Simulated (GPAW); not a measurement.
**ScNbN: single point with LDA**

Crystal: ScNbN.

```
Nb Sc N
1.0
     3.11097    0.00000    0.00000
    -1.55549    2.69418    0.00000
     0.00000    0.00000   10.35715
Nb Sc N
2 2 2
Direct
  0.33333 0.66667 0.24743
  0.66667 0.33333 0.75257
  0.00000 0.00000 0.00000
  0.00000 0.00000 0.50000
  0.33333 0.66667 0.62781
  0.66667 0.33333 0.37219
```

The cell comes from a database or a generator and needn't be the stable form of this composition.

* Program: GPAW 26.7.0
* Task: single point
* Functional: LDA
* Potentials or basis: the program's PAW data sets (release 1.2.1) made for this functional
* Cutoff: 600 eV
* Basis: pw
* k mesh: 8 × 8 × 2
* Occupations: fermi-dirac, width 0.05 eV
* Spin: no spin polarisation
* Maxiter: 120
* Convergence: default

The pressure is -16.5 GPa. The largest force is 0.737 eV/Å and the band gap on the k mesh is none (metal or under the smearing width).

Forces on the atoms (eV/Å):
```
Nb   0.000  0.000  0.737
Nb   0.000  0.000 -0.737
Sc   0.000  0.000  0.000
Sc   0.000  0.000  0.000
N    0.000  0.000  0.499
N    0.000  0.000 -0.499
```

Stress tensor (GPa, compression positive):
```
-16.37   0.00   0.00
  0.00 -16.37   0.00
  0.00   0.00 -16.62
```

Levels at points of the mesh, in eV from the Fermi level:
```csv
k point,band 26,band 27,band 28,band 29,band 30,band 31,band 32,band 33
"(0.00, 0.00, 0.00)",-0.94,-0.82,0.39,0.39,0.71,0.79,1.03,1.03
"(0.00, 0.00, 0.50)",-1.28,-0.30,0.14,0.46,0.46,0.87,0.87,1.15
"(0.50, 0.50, 0.00)",-1.51,-0.96,-0.75,-0.22,0.44,0.68,1.80,2.39
"(0.50, 0.50, 0.50)",-1.92,-0.94,-0.41,-0.38,0.61,0.65,2.04,2.20
```

Run time: 83 s on 1 thread of Arm Neoverse V1 (shared host), peak memory 0.26 GiB.

Caveat: the cutoff is short for stress and forces, so pressures can be off by a GPa or more; so large a pressure means that the cell lies far from this level's equilibrium, or that cutoff or potentials fall short.
